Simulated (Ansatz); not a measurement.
Task: a rigid scan of one bond length of C2H3IS, SMILES C=C(S)I, with Ansatz 0.2.0, Python API. Give the script and its output. Settings (for the species named): PBE, def2-SVP basis, multiplicity 1.

```xyz
7

C    -0.0515    0.8430   -0.1981
C    -0.3702   -0.4193   -0.0756
S     0.7442   -1.5218    0.5927
I    -2.0883   -1.2043   -0.6711
H     0.8470    1.3141    0.0819
H    -0.8255    1.5884   -0.6401
H     1.8056   -0.6682    0.8645
```

Script `c2h3is.py`:
```python
# -*- coding: utf-8 -*-
"""Stretching a bond of C2H3IS, the rest held rigid."""

import ansatz as az
import numpy as np


def main():
    geometry = (
        az.Crystal.molecule()
        .atom("C", (-0.0515, 0.843, -0.1981))
        .atom("C", (-0.3702, -0.4193, -0.0756))
        .atom("S", (0.7442, -1.5218, 0.5927))
        .atom("I", (-2.0883, -1.2043, -0.6711))
        .atom("H", (0.847, 1.3141, 0.0819))
        .atom("H", (-0.8255, 1.5884, -0.6401))
        .atom("H", (1.8056, -0.6682, 0.8645))
    )

    symbols = [site.symbol for site in geometry.cartesian_sites]
    start = np.array([site.position_ang for site in geometry.cartesian_sites])
    axis = (start[5] - start[0]) / np.linalg.norm(start[5] - start[0])
    moving = [5]
    lengths, energies = [1.022, 1.069, 1.115, 1.162, 1.208, 1.255, 1.301, 1.371], []
    for length in lengths:
        xyz = start.copy()
        xyz[moving] += (length - np.linalg.norm(start[5] - start[0])) * axis
        point = az.Crystal.molecule()
        for symbol, xyz in zip(symbols, xyz):
            point = point.atom(symbol, xyz.tolist())
        calculation = (
            point.calculation()
            .basis(gaussian="def2-SVP")
            .functional("pbe")
        )
        r = calculation.run().report
        energies.append(r["free_energy_ev"])
        print(f"r = {length:6.3f} A  E = {energies[-1]:.5f} eV  <S^2> = {abs(r['mean_field']['state']['spin_squared']):.3f}")

    # quartic fit about the minimum
    fit = np.polynomial.Polynomial.fit(lengths, np.array(energies) - min(energies), 4).convert()
    roots = [r.real for r in fit.deriv().roots() if abs(r.imag) < 1e-9 and fit.deriv(2)(r.real) > 0]
    r_e = min(roots, key=lambda r: abs(r - lengths[int(np.argmin(energies))]))
    print(f"minimum of the fit at {r_e:.4f} A, force constant {fit.deriv(2)(r_e):.2f} eV/A^2")


if __name__ == "__main__":
    main()
```

Running `python c2h3is.py` prints:
```text
r =  1.022 A  E = -21044.80173 eV  <S^2> = 0.000
r =  1.069 A  E = -21044.90979 eV  <S^2> = 0.000
r =  1.115 A  E = -21044.92932 eV  <S^2> = 0.000
r =  1.162 A  E = -21044.88191 eV  <S^2> = 0.000
r =  1.208 A  E = -21044.78546 eV  <S^2> = 0.000
r =  1.255 A  E = -21044.64865 eV  <S^2> = 0.000
r =  1.301 A  E = -21044.48715 eV  <S^2> = 0.000
r =  1.371 A  E = -21044.20576 eV  <S^2> = 0.000
minimum of the fit at 1.1042 A, force constant 32.91 eV/A^2
```

Reading the output:
- Total energies depend on the basis set; only differences at equal settings carry meaning.
- The rest of the molecule is held rigid at a force-field or estimated start geometry, and the basis set is modest; single-reference methods fail as a bond breaks.
- def2 sets replace the cores of elements past krypton by effective core potentials.
- The orbitals are restricted, so S² is zero by construction.
- The whole script took 18 s on 1 thread of Arm Neoverse V1, on a shared host, peak memory 0.19 GiB.

(A comment or docstring line of the script was reworded after the run, the code is as it ran; lines on the test bed's own set-up are left out of the output.)
